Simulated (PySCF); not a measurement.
**[WO2F2]−: forces at shaken geometries**

Aim: move all atoms of relaxed [WO2F2]− at random and read energies and forces. It is a constructed species; whether it can be made isn't addressed.

The runs use PySCF 2.14.0; B3LYP, W def2-SVP with ECP60, O def2-SVP, F def2-SVP; scalar-relativistic core potentials, no spin–orbit coupling.

1 further run of the same task is left out (for a known fault of the program).

**1. Where the work starts**

5 atoms, charge -1, spin multiplicity 2.

Bond lengths: W1–O2 1.745 Å, W1–O3 1.745 Å, W1–F4 1.954 Å, W1–F5 1.954 Å. Angles: O2–W1–O3 112.8°, O2–W1–F4 115.0°, O2–W1–F5 115.0°, O3–W1–F4 115.0°, O3–W1–F5 115.0°, F4–W1–F5 80.6°.

Coordinates:

```xyz
5
F2O2W
W     0.0000    0.0000    0.1975
O     1.0277    1.0277    1.1632
O    -1.0277   -1.0277    1.1632
F     0.8937   -0.8937   -1.2926
F    -0.8937    0.8937   -1.2926
```

Formal oxidation states: W +5. An earlier session relaxed this geometry at B3LYP, W def2-SVP with ECP60, O def2-SVP, F def2-SVP (doublet, point group C2v).

Its energy there is -417.238433 Eh.

**2. Atoms moved at random, σ = 0.1 Å**

Input file run.py (the lines that set the calculation):

```python
mol = gto.M(atom='''
W      0.11025    -0.03317     0.21435
O      0.91830     1.02365     1.12763
O     -0.93035    -1.09507     1.06077
F      0.84655    -0.85358    -1.25248
F     -0.94475     0.95817    -1.21167''',
    basis={'W': 'def2-SVP', 'O': 'def2-SVP', 'F': 'def2-SVP'},
    ecp={'W': 'def2-SVP'},
    charge=-1, spin=1)
mf = dft.UKS(mol, xc='B3LYP')
mf.grids.atom_grid = (50, 194)
mf = mf.density_fit()  # fitting sets: W def2-universal-JKFIT, O def2-universal-JKFIT, F def2-universal-JKFIT
mf.conv_tol = 1e-08; mf.max_cycle = 55
mf.kernel(dm0)  # dm0: the density of the relaxed state
```

Started as:

```console
OMP_NUM_THREADS=2 python run.py
```

The log of the run:

```text
init E= -417.275929413014
  HOMO = 0.0265207377461  LUMO = 0.127716593379  gap/eV = 2.75368
cycle= 1 E= -417.199106565511  delta_E= 0.0768  |g|= 0.0884  |ddm|= 0.426
  HOMO = 0.0217040430917  LUMO = 0.121819738018  gap/eV = 2.72429
cycle= 2 E= -417.189508689147  delta_E= 0.0096  |g|= 0.191  |ddm|= 0.234
  HOMO = 0.0171196200985  LUMO = 0.119343392964  gap/eV = 2.78165
cycle= 3 E= -417.202971112959  delta_E= -0.0135  |g|= 0.028  |ddm|= 0.14
  HOMO = 0.0160189618536  LUMO = 0.118488375611  gap/eV = 2.78833
cycle= 4 E= -417.20314834911  delta_E= -0.000177  |g|= 0.0193  |ddm|= 0.0314
  HOMO = 0.016163080762  LUMO = 0.118610057303  gap/eV = 2.78772
cycle= 5 E= -417.203296692722  delta_E= -0.000148  |g|= 0.00549  |ddm|= 0.0179
  HOMO = 0.0161214930241  LUMO = 0.118540964354  gap/eV = 2.78698
cycle= 6 E= -417.203310218603  delta_E= -1.35e-05  |g|= 0.00439  |ddm|= 0.0096
  HOMO = 0.0164005264308  LUMO = 0.118738212608  gap/eV = 2.78475
cycle= 7 E= -417.203321235859  delta_E= -1.1e-05  |g|= 0.00131  |ddm|= 0.00767
  HOMO = 0.0162057765748  LUMO = 0.118551036439  gap/eV = 2.78496
cycle= 8 E= -417.203323082114  delta_E= -1.85e-06  |g|= 0.000529  |ddm|= 0.00392
  HOMO = 0.0162605243397  LUMO = 0.11857927438  gap/eV = 2.78424
cycle= 9 E= -417.20332343937  delta_E= -3.57e-07  |g|= 0.000383  |ddm|= 0.00202
  HOMO = 0.0162682058277  LUMO = 0.118577310344  gap/eV = 2.78397
cycle= 10 E= -417.203323554559  delta_E= -1.15e-07  |g|= 8.45e-05  |ddm|= 0.0011
  HOMO = 0.0162572085242  LUMO = 0.118568074186  gap/eV = 2.78402
cycle= 11 E= -417.203323564242  delta_E= -9.68e-09  |g|= 2.97e-05  |ddm|= 0.000367
  HOMO = 0.0162665744698  LUMO = 0.118576983576  gap/eV = 2.78401
Extra cycle  E= -417.203323564976  delta_E= -7.34e-10  |g|= 3.53e-05  |ddm|= 0.000107
converged SCF energy = -417.203323564976  <S^2> = 0.75291247  2S+1 = 2.0029103
```

It took 3.2 s on 2 threads of Arm Neoverse V2, shared host.

Read off: E = -417.203324 Eh (+0.955 eV from the relaxed state), HOMO 0.44 eV, LUMO 3.23 eV (over both spins), ⟨S²⟩ = 0.753, Mulliken charge on W1 +0.73 e, largest force component 6.447 eV/Å. The highest filled level lies above zero; it isn't the detachment energy.

```tsv
atom	Fx	Fy	Fz (eV/Å)
W1	-6.447	-2.598	-4.891
O2	4.953	6.041	5.630
O3	-1.135	-1.456	1.781
F4	1.775	-1.493	-3.121
F5	0.854	-0.494	0.601
```

**3. Atoms moved at random, σ = 0.15 Å**

Input file run.py (the lines that set the calculation):

```python
mol = gto.M(atom='''
W     -0.14294     0.06881     0.20970
O      0.85211     1.10171     1.28081
O     -0.96236    -1.00353     1.21685
F      1.07670    -0.93557    -1.33468
F     -0.82351     0.76858    -1.43409''',
    basis={'W': 'def2-SVP', 'O': 'def2-SVP', 'F': 'def2-SVP'},
    ecp={'W': 'def2-SVP'},
    charge=-1, spin=1)
mf = dft.UKS(mol, xc='B3LYP')
mf.grids.atom_grid = (50, 194)
mf = mf.density_fit()  # fitting sets: W def2-universal-JKFIT, O def2-universal-JKFIT, F def2-universal-JKFIT
mf.conv_tol = 1e-08; mf.max_cycle = 55
mf.kernel(dm0)  # dm0: the density of the relaxed state
```

Started as:

```console
OMP_NUM_THREADS=2 python run.py
```

The log of the run:

```text
init E= -417.151304260554
  HOMO = -0.0596920191405  LUMO = 0.0503945546756  gap/eV = 2.99561
cycle= 1 E= -417.195792782526  delta_E= -0.0445  |g|= 0.175  |ddm|= 0.509
  HOMO = 0.000151705046321  LUMO = 0.101575759398  gap/eV = 2.75989
cycle= 2 E= -417.132651313246  delta_E= 0.0631  |g|= 0.444  |ddm|= 0.479
  HOMO = -0.018319376662  LUMO = 0.0893982419708  gap/eV = 2.93115
cycle= 3 E= -417.209566653396  delta_E= -0.0769  |g|= 0.0378  |ddm|= 0.315
  HOMO = -0.0200095516132  LUMO = 0.088345356937  gap/eV = 2.94849
cycle= 4 E= -417.209768370335  delta_E= -0.000202  |g|= 0.0293  |ddm|= 0.0401
  HOMO = -0.0219104765953  LUMO = 0.0865957462452  gap/eV = 2.95260
cycle= 5 E= -417.210073858398  delta_E= -0.000305  |g|= 0.0104  |ddm|= 0.0276
  HOMO = -0.0210841861044  LUMO = 0.0874212829285  gap/eV = 2.95258
cycle= 6 E= -417.210112493293  delta_E= -3.86e-05  |g|= 0.00696  |ddm|= 0.014
  HOMO = -0.0209568236705  LUMO = 0.087562140483  gap/eV = 2.95295
cycle= 7 E= -417.210134866926  delta_E= -2.24e-05  |g|= 0.00165  |ddm|= 0.00709
  HOMO = -0.0212121646164  LUMO = 0.0873283581434  gap/eV = 2.95354
cycle= 8 E= -417.210138494928  delta_E= -3.63e-06  |g|= 0.000963  |ddm|= 0.00542
  HOMO = -0.0211764548184  LUMO = 0.0873574393063  gap/eV = 2.95336
cycle= 9 E= -417.210139578029  delta_E= -1.08e-06  |g|= 0.000482  |ddm|= 0.00278
  HOMO = -0.0211427035806  LUMO = 0.0873812918927  gap/eV = 2.95309
cycle= 10 E= -417.21014006374  delta_E= -4.86e-07  |g|= 0.000142  |ddm|= 0.00265
  HOMO = -0.0211551399982  LUMO = 0.0873700183906  gap/eV = 2.95312
cycle= 11 E= -417.21014012965  delta_E= -6.59e-08  |g|= 4.87e-05  |ddm|= 0.00109
  HOMO = -0.0211525837263  LUMO = 0.0873739218809  gap/eV = 2.95316
cycle= 12 E= -417.21014013685  delta_E= -7.2e-09  |g|= 1.09e-05  |ddm|= 0.000394
  HOMO = -0.0211527665972  LUMO = 0.08737406804  gap/eV = 2.95317
Extra cycle  E= -417.210140137077  delta_E= -2.28e-10  |g|= 1.38e-05  |ddm|= 4.97e-05
converged SCF energy = -417.210140137077  <S^2> = 0.7545481  2S+1 = 2.0045429
```

Run time: 3.2 s. Hardware: 2 threads of Arm Neoverse V2, shared host.

It gives: E = -417.210140 Eh (+0.770 eV from the relaxed state), HOMO -0.58 eV, LUMO 2.38 eV (over both spins), ⟨S²⟩ = 0.755, Mulliken charge on W1 +0.80 e, largest force component 5.624 eV/Å. 

```tsv
atom	Fx	Fy	Fz (eV/Å)
W1	5.624	1.236	-1.329
O2	-1.333	-0.909	-1.560
O3	-1.926	-1.950	1.290
F4	-1.581	1.124	2.113
F5	-0.784	0.498	-0.514
```

**4. Atoms moved at random, σ = 0.1 Å**

Input file run.py (the lines that set the calculation):

```python
mol = gto.M(atom='''
W      0.16337    -0.01575     0.20679
O      0.96784     0.99981     1.21388
O     -1.14057    -0.88874     1.14253
F      1.02299    -0.88849    -1.23840
F     -1.01364     0.79317    -1.38619''',
    basis={'W': 'def2-SVP', 'O': 'def2-SVP', 'F': 'def2-SVP'},
    ecp={'W': 'def2-SVP'},
    charge=-1, spin=1)
mf = dft.UKS(mol, xc='B3LYP')
mf.grids.atom_grid = (50, 194)
mf = mf.density_fit()  # fitting sets: W def2-universal-JKFIT, O def2-universal-JKFIT, F def2-universal-JKFIT
mf.conv_tol = 1e-08; mf.max_cycle = 55
mf.kernel(dm0)  # dm0: the density of the relaxed state
```

Started as:

```console
OMP_NUM_THREADS=2 python run.py
```

The log of the run:

```text
init E= -417.149998469368
  HOMO = -0.0484706014326  LUMO = 0.0539507753011  gap/eV = 2.78703
cycle= 1 E= -417.178982612741  delta_E= -0.029  |g|= 0.229  |ddm|= 0.581
  HOMO = 0.00861050592852  LUMO = 0.107891968043  gap/eV = 2.70159
cycle= 2 E= -417.032607452786  delta_E= 0.146  |g|= 0.65  |ddm|= 0.641
  HOMO = 0.00446446537353  LUMO = 0.10760992487  gap/eV = 2.80673
cycle= 3 E= -417.196827093911  delta_E= -0.164  |g|= 0.126  |ddm|= 0.463
  HOMO = -0.00803369084282  LUMO = 0.097642528306  gap/eV = 2.87560
cycle= 4 E= -417.202406512065  delta_E= -0.00558  |g|= 0.0582  |ddm|= 0.137
  HOMO = -0.00864395619237  LUMO = 0.0975546090782  gap/eV = 2.88981
cycle= 5 E= -417.203733045404  delta_E= -0.00133  |g|= 0.0151  |ddm|= 0.0453
  HOMO = -0.00836899550658  LUMO = 0.0981360683234  gap/eV = 2.89815
cycle= 6 E= -417.203868791187  delta_E= -0.000136  |g|= 0.00743  |ddm|= 0.0242
  HOMO = -0.00786830912225  LUMO = 0.0988313052582  gap/eV = 2.90344
cycle= 7 E= -417.203935068097  delta_E= -6.63e-05  |g|= 0.00311  |ddm|= 0.0224
  HOMO = -0.00833014172956  LUMO = 0.0985924088993  gap/eV = 2.90951
cycle= 8 E= -417.20396590538  delta_E= -3.08e-05  |g|= 0.00165  |ddm|= 0.0202
  HOMO = -0.00821801399901  LUMO = 0.0987391990266  gap/eV = 2.91045
cycle= 9 E= -417.203974501816  delta_E= -8.6e-06  |g|= 0.00135  |ddm|= 0.0117
  HOMO = -0.0081938100345  LUMO = 0.098759849375  gap/eV = 2.91036
cycle= 10 E= -417.203977395508  delta_E= -2.89e-06  |g|= 0.000313  |ddm|= 0.008
  HOMO = -0.00819503948119  LUMO = 0.0987385676191  gap/eV = 2.90981
cycle= 11 E= -417.203977610802  delta_E= -2.15e-07  |g|= 8.45e-05  |ddm|= 0.00227
  HOMO = -0.00818433208626  LUMO = 0.0987392623252  gap/eV = 2.90954
cycle= 12 E= -417.203977630503  delta_E= -1.97e-08  |g|= 2.39e-05  |ddm|= 0.000605
  HOMO = -0.00818682070857  LUMO = 0.0987382614195  gap/eV = 2.90958
cycle= 13 E= -417.203977632405  delta_E= -1.9e-09  |g|= 1.28e-05  |ddm|= 0.000144
  HOMO = -0.00818771750508  LUMO = 0.0987377120497  gap/eV = 2.90959
Extra cycle  E= -417.203977632563  delta_E= -1.58e-10  |g|= 2.35e-05  |ddm|= 4.77e-05
converged SCF energy = -417.203977632563  <S^2> = 0.75480151  2S+1 = 2.0047958
```

Run time: 3.4 s. Hardware: 2 threads of Arm Neoverse V2, shared host.

It gives: E = -417.203978 Eh (+0.938 eV from the relaxed state), HOMO -0.22 eV, LUMO 2.69 eV (over both spins), ⟨S²⟩ = 0.755, Mulliken charge on W1 +0.78 e, largest force component 8.940 eV/Å. 

```tsv
atom	Fx	Fy	Fz (eV/Å)
W1	-8.940	-4.031	-2.616
O2	3.631	3.843	3.531
O3	2.642	1.387	-1.466
F4	1.042	-0.447	-1.022
F5	1.625	-0.752	1.573
```

**5. Results**

| σ (Å) | energy rise (eV) | harmonic estimate −½ F·u (eV) | largest force component (eV/Å) |
| --- | --- | --- | --- |
| 0.1 | 0.955 | 0.982 | 6.45 |
| 0.15 | 0.770 | 0.663 | 5.62 |
| 0.1 | 0.938 | 0.916 | 8.94 |

Every displacement raises the energy. For a harmonic well the rise equals −½ F·u; the two differ by at most 14 % here (a move with σ = 0.15 Å), from anharmonicity, the grid and the small forces left at the relaxed point. The bases are small and lack diffuse functions. Spin–orbit coupling is left out for this open shell, where it can reorder the states. Open shells may have lower solutions than the one found.
